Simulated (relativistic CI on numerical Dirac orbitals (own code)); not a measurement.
# Cu¹⁵⁺: one ion under different settings

Aim: see what numerical and physical settings do to the SCF, the total energy and the lowest levels of Cu¹⁵⁺.

Program: relativistic CI on numerical Dirac orbitals (own code) version 3. Level of theory: Dirac-Coulomb-Breit CI, KLI orbitals optimised for each configuration, model QED (radiative potential, 1s self-energy scaled to tabulated hydrogen-like ionisation energies), numerical settings as typed. These are calculated values, not measurements, unless marked.

## Step 1: Starting point

* ion: Cu¹⁵⁺ (Cu XVI)
* nuclear charge: 29
* electrons: 14
* isotope: A = 63

## Step 2: The usual input

Input settings:

```ini
atom Cu  Z=29  charge=15  electrons=14
nucleus A=63  rms_radius_fm=3.8823
hamiltonian dirac-coulomb  breit=on  qed=on  c_scale=1
orbitals kli  potential=per-configuration
slater_scale 1
correlation none
mixing on
grid step=0.0125 r_max=6.5
scf mixing=0.4 start=green max_iterations=150 tolerance=2e-08 node_fill=0.05
configurations
  [Ne] 3s2 3p2
  [Ne] 3s 3p3
end
```

Command:

```sh
python run_levels.py task.json out
```

The settings of every run stand in task.json; they run in order.

The program writes no log. Results of the run, from its result record (rounded, main fields):

```text
{
  "status": "converged",
  "levels [i, E_cm, J2, conf, term, w_term, w_jj]": [
    [0, 0, 0, "3s2 3p2", "3P", 0.9471, 0.8601],
    [1, 18087.469, 2, "3s2 3p2", "3P", 1, 1],
    [2, 33120.213, 4, "3s2 3p2", "3P", 0.845, 0.7262],
    [3, 75584.799, 4, "3s2 3p2", "1D", 0.845, 0.7262],
    [4, 136653.25, 0, "3s2 3p2", "1S", 0.9471, 0.8601],
    [5, 249390.56, 4, "3s 3p3", "5S*", 0.984, 0.5291],
    [6, 377024.43, 4, "3s 3p3", "3D*", 0.8703, 0.6107],
    [7, 377697.96, 2, "3s 3p3", "3D*", 0.9021, 0.4835],
    [8, 383978.18, 6, "3s 3p3", "3D*", 1, 1],
    [9, 424274.99, 0, "3s 3p3", "3P*", 1, 1],
    [10, 427253.53, 2, "3s 3p3", "3P*", 0.9022, 0.7017],
    [11, 431855.54, 4, "3s 3p3", "3P*", 0.8374, 0.635],
    [12, 529984.33, 4, "3s 3p3", "1D*", 0.9773, 0.7426],
    [13, 532427.51, 2, "3s 3p3", "3S*", 0.81, 0.5978],
    "... 1 more rows left out ..."
  ],
  "total_energy [Ha]": -1543.2477584,
  "n_levels_all": 15,
  "overlap": 1.44524e-12,
  "scf_iterations": [10, 9],
  "orbital_energies [Ha]": {"1s": -345.287, "2s": -58.8537, "2p1/2": -54.1464, "2p3/2": -53.3791, "3s": -20.4932, "3p1/2": -18.9701, "3p3/2": -18.8156},
  "configurations [conf, odd, states, E_av_Ha, breit_Ha, qed_Ha]": [
    ["3s2 3p2", 0, 15, -1544.137269, 0.6539, 0.4587],
    ["3s 3p3", 1, 40, -1542.443296, 0.655, 0.4542]
  ],
  "scf_steps of the first configuration [iteration, E_Ha, residual, outer_eigenvalue_Ha]": [
    [1, -1528.271712, 3, -26.73],
    [2, -1539.189529, 1.68, -22.9],
    [3, -1544.132307, 0.0526, -18.87],
    [4, -1544.134818, 0.0309, -18.91],
    [5, -1544.137262, 0.000216, -18.82],
    [6, -1544.137265, 0.000128, -18.82],
    [7, -1544.137268, 1.01e-05, -18.82],
    [8, -1544.137269, 9.18e-08, -18.82],
    [9, -1544.137269, 2.08e-08, -18.82],
    [10, -1544.137269, 1.33e-10, -18.82]
  ]
}
```

Wall time 0.058 s (1 thread of Neoverse-V2, shared host).

## Step 3: Start potential thomas-fermi

Changes to the settings of step 2:

```diff
@@ -8,3 +8,3 @@
 grid step=0.0125 r_max=6.5
-scf mixing=0.4 start=green max_iterations=150 tolerance=2e-08 node_fill=0.05
+scf mixing=0.4 start=thomas-fermi max_iterations=150 tolerance=2e-08 node_fill=0.05
 configurations
```

From the record:

```text
{
  "status": "converged",
  "levels [i, E_cm, J2, conf, term, w_term]": [
    [0, 0, 0, "3s2 3p2", "3P", 0.9471],
    [1, 18087.469, 2, "3s2 3p2", "3P", 1],
    [2, 33120.213, 4, "3s2 3p2", "3P", 0.845],
    [3, 75584.799, 4, "3s2 3p2", "1D", 0.845],
    [4, 136653.25, 0, "3s2 3p2", "1S", 0.9471],
    [5, 249390.56, 4, "3s 3p3", "5S*", 0.984],
    [6, 377024.43, 4, "3s 3p3", "3D*", 0.8703],
    [7, 377697.96, 2, "3s 3p3", "3D*", 0.9021],
    "... 7 more rows left out ..."
  ],
  "total_energy [Ha]": -1543.2477584,
  "n_levels_all": 15,
  "overlap": 1.44427e-12,
  "scf_iterations": [10, 10],
  "orbital_energies [Ha]": {"1s": -345.287, "2s": -58.8537, "2p1/2": -54.1464, "2p3/2": -53.3791, "3s": -20.4932, "3p1/2": -18.9701, "3p3/2": -18.8156},
  "configurations [conf, odd, states, E_av_Ha, breit_Ha, qed_Ha]": [
    ["3s2 3p2", 0, 15, -1544.137269, 0.6539, 0.4587],
    ["3s 3p3", 1, 40, -1542.443296, 0.655, 0.4542]
  ],
  "scf_steps of the first configuration [iteration, E_Ha, residual, outer_eigenvalue_Ha]": [
    [1, -1529.494847, 2.36, -15.98],
    [2, -1540.805427, 1.23, -17.37],
    [3, -1544.127471, 0.0556, -18.79],
    [4, -1544.133709, 0.0325, -18.86],
    [5, -1544.137252, 0.000288, -18.81],
    [6, -1544.137285, 0.000393, -18.82],
    [7, -1544.137268, 1.15e-05, -18.82],
    [8, -1544.137269, 1.92e-07, -18.82],
    [9, -1544.137269, 1.15e-07, -18.82],
    [10, -1544.137269, 4.46e-10, -18.82]
  ]
}
```

Run time: 0.059 s. Hardware: 1 thread of Neoverse-V2, shared host.

## Step 4: Node fill 0.2

Changes to the settings of step 3:

```diff
@@ -8,3 +8,3 @@
 grid step=0.0125 r_max=6.5
-scf mixing=0.4 start=thomas-fermi max_iterations=150 tolerance=2e-08 node_fill=0.05
+scf mixing=0.4 start=green max_iterations=150 tolerance=2e-08 node_fill=0.2
 configurations
```

From the record:

```text
{
  "status": "converged",
  "levels [i, E_cm, J2, conf, term, w_term]": [
    [0, 0, 0, "3s2 3p2", "3P", 0.9468],
    [1, 18132.51, 2, "3s2 3p2", "3P", 1],
    [2, 33166.429, 4, "3s2 3p2", "3P", 0.8441],
    [3, 75595.263, 4, "3s2 3p2", "1D", 0.8441],
    [4, 136537.02, 0, "3s2 3p2", "1S", 0.9468],
    [5, 249744.05, 4, "3s 3p3", "5S*", 0.9839],
    [6, 377138.11, 4, "3s 3p3", "3D*", 0.8698],
    [7, 377809.07, 2, "3s 3p3", "3D*", 0.9016],
    "... 7 more rows left out ..."
  ],
  "total_energy [Ha]": -1543.2491656,
  "n_levels_all": 15,
  "overlap": 1.54763e-12,
  "scf_iterations": [10, 9],
  "orbital_energies [Ha]": {"1s": -344.745, "2s": -58.6335, "2p1/2": -53.9015, "2p3/2": -53.1374, "3s": -20.445, "3p1/2": -18.9142, "3p3/2": -18.7612},
  "configurations [conf, odd, states, E_av_Ha, breit_Ha, qed_Ha]": [
    ["3s2 3p2", 0, 15, -1544.136952, 0.6525, 0.4585],
    ["3s 3p3", 1, 40, -1542.442747, 0.6536, 0.454]
  ],
  "scf_steps of the first configuration [iteration, E_Ha, residual, outer_eigenvalue_Ha]": [
    [1, -1528.271712, 3.04, -26.73],
    [2, -1539.270013, 1.7, -22.88],
    [3, -1544.124847, 0.0545, -18.82],
    [4, -1544.137601, 0.0311, -18.85],
    [5, -1544.136978, 0.000397, -18.76],
    [6, -1544.136964, 0.00015, -18.76],
    [7, -1544.136952, 1.15e-05, -18.76],
    [8, -1544.136952, 1.21e-07, -18.76],
    [9, -1544.136952, 2.76e-08, -18.76],
    [10, -1544.136952, 2.13e-10, -18.76]
  ]
}
```

Wall time 0.058 s (1 thread of Neoverse-V2, shared host).

## Step 5: Grid step 0.04, Breit term off

Input settings:

```ini
atom Cu  Z=29  charge=15  electrons=14
nucleus A=63  rms_radius_fm=3.8823
hamiltonian dirac-coulomb  breit=off  qed=on  c_scale=1
orbitals kli  potential=per-configuration
slater_scale 1
correlation none
mixing on
grid step=0.04 r_max=6.5
scf mixing=0.4 start=green max_iterations=150 tolerance=2e-08 node_fill=0.05
configurations
  [Ne] 3s2 3p2
  [Ne] 3s 3p3
end
```

From the record:

```text
{
  "status": "converged",
  "levels [i, E_cm, J2, conf, term, w_term]": [
    [0, 0, 0, "3s2 3p2", "3P", 0.9452],
    [1, 18666.375, 2, "3s2 3p2", "3P", 1],
    [2, 34050.69, 4, "3s2 3p2", "3P", 0.839],
    [3, 76826.575, 4, "3s2 3p2", "1D", 0.839],
    [4, 137711.75, 0, "3s2 3p2", "1S", 0.9452],
    [5, 249945.55, 4, "3s 3p3", "5S*", 0.9831],
    [6, 377354.91, 4, "3s 3p3", "3D*", 0.8661],
    [7, 377984.88, 2, "3s 3p3", "3D*", 0.8984],
    "... 7 more rows left out ..."
  ],
  "total_energy [Ha]": -1543.9055447,
  "n_levels_all": 15,
  "overlap": 4.87343e-09,
  "scf_iterations": [10, 9],
  "orbital_energies [Ha]": {"1s": -345.287, "2s": -58.8537, "2p1/2": -54.1464, "2p3/2": -53.3791, "3s": -20.4932, "3p1/2": -18.9701, "3p3/2": -18.8156},
  "configurations [conf, odd, states, E_av_Ha, breit_Ha, qed_Ha]": [
    ["3s2 3p2", 0, 15, -1544.137051, 0, 0.4587],
    ["3s 3p3", 1, 40, -1542.443079, 0, 0.4542]
  ],
  "scf_steps of the first configuration [iteration, E_Ha, residual, outer_eigenvalue_Ha]": [
    [1, -1528.271492, 3, -26.73],
    [2, -1539.189311, 1.68, -22.9],
    [3, -1544.132187, 0.0522, -18.87],
    [4, -1544.135044, 0.0279, -18.91],
    [5, -1544.137029, 0.000625, -18.82],
    [6, -1544.137048, 9.35e-05, -18.82],
    [7, -1544.137051, 1.01e-05, -18.82],
    [8, -1544.137051, 7.6e-08, -18.82],
    [9, -1544.137051, 2.13e-08, -18.82],
    [10, -1544.137051, 1.12e-10, -18.82]
  ]
}
```

Run time: 0.025 s. Hardware: 1 thread of Neoverse-V2, shared host.

## Step 6: Tolerance 1e-14

Input settings:

```ini
atom Cu  Z=29  charge=15  electrons=14
nucleus A=63  rms_radius_fm=3.8823
hamiltonian dirac-coulomb  breit=on  qed=on  c_scale=1
orbitals kli  potential=per-configuration
slater_scale 1
correlation none
mixing on
grid step=0.0125 r_max=6.5
scf mixing=0.4 start=green max_iterations=58 tolerance=1e-14 node_fill=0.05
configurations
  [Ne] 3s2 3p2
  [Ne] 3s 3p3
end
```

From the record:

```text
{
  "status": "converged",
  "levels [i, E_cm, J2, conf, term, w_term]": [
    [0, 0, 0, "3s2 3p2", "3P", 0.9471],
    [1, 18087.469, 2, "3s2 3p2", "3P", 1],
    [2, 33120.213, 4, "3s2 3p2", "3P", 0.845],
    [3, 75584.799, 4, "3s2 3p2", "1D", 0.845],
    [4, 136653.25, 0, "3s2 3p2", "1S", 0.9471],
    [5, 249390.56, 4, "3s 3p3", "5S*", 0.984],
    [6, 377024.43, 4, "3s 3p3", "3D*", 0.8703],
    [7, 377697.96, 2, "3s 3p3", "3D*", 0.9021],
    "... 7 more rows left out ..."
  ],
  "total_energy [Ha]": -1543.2477584,
  "n_levels_all": 15,
  "overlap": 1.44285e-12,
  "scf_iterations": [18, 18],
  "orbital_energies [Ha]": {"1s": -345.287, "2s": -58.8537, "2p1/2": -54.1464, "2p3/2": -53.3791, "3s": -20.4932, "3p1/2": -18.9701, "3p3/2": -18.8156},
  "configurations [conf, odd, states, E_av_Ha, breit_Ha, qed_Ha]": [
    ["3s2 3p2", 0, 15, -1544.137269, 0.6539, 0.4587],
    ["3s 3p3", 1, 40, -1542.443296, 0.655, 0.4542]
  ],
  "scf_steps of the first configuration [iteration, E_Ha, residual, outer_eigenvalue_Ha]": [
    [1, -1528.271712, 3, -26.73],
    [2, -1539.189529, 1.68, -22.9],
    [3, -1544.132307, 0.0526, -18.87],
    [4, -1544.134818, 0.0309, -18.91],
    [5, -1544.137262, 0.000216, -18.82],
    [6, -1544.137265, 0.000128, -18.82],
    [7, -1544.137268, 1.01e-05, -18.82],
    [8, -1544.137269, 9.18e-08, -18.82],
    [9, -1544.137269, 2.08e-08, -18.82],
    [10, -1544.137269, 1.33e-10, -18.82],
    [11, -1544.137269, 1.67e-11, -18.82],
    [12, -1544.137269, 4.29e-13, -18.82],
    [13, -1544.137269, 8.75e-13, -18.82],
    [14, -1544.137269, 3.29e-13, -18.82],
    [15, -1544.137269, 2.57e-13, -18.82],
    [16, -1544.137269, 3.89e-14, -18.82],
    [17, -1544.137269, 6.65e-14, -18.82],
    [18, -1544.137269, 9.98e-15, -18.82]
  ]
}
```

Wall time 0.068 s (1 thread of Neoverse-V2, shared host).

An extreme setting, but here it did no harm: energy and levels are those of the usual run.

## Step 7: The runs side by side

| setting | total energy less usual (Ha) | largest shift of a level among the lowest eight of both runs, same label and place (cm⁻¹) | SCF iterations | time | lowest level | kind of change |
| --- | --- | --- | --- | --- | --- | --- |
| usual | 0 | 0 | 19 | 0.058 s | 3p2 3P0 | - |
| start potential thomas-fermi | 0 | 0 | 20 | 0.059 s | 3p2 3P0 | numerical |
| node fill 0.2 | -0.00141 | 353 | 19 | 0.058 s | 3p2 3P0 | numerical |
| grid step 0.04, Breit term off | -0.658 | 1240 | 19 | 0.025 s | 3p2 3P0 | model term |
| tolerance 1e-14 | 0 | 0 | 36 | 0.068 s | 3p2 3P0 | extreme, harmless here |

## Step 8: Outcome

| quantity | value |
| --- | --- |
| lowest level, usual settings | 3p2 3P0 |
| total energy | -1543.2478 Ha |
| first excitation | 18087.5 cm⁻¹ |

In words: Among the runs whose levels can be followed, they move most under «grid step 0.04, Breit term off» (model term), by up to 1240 cm⁻¹. No visible change in the result comes from «start potential thomas-fermi» or «tolerance 1e-14». «Tolerance 1e-14» costs 36 SCF iterations against 19. Only the listed configurations are in the model.
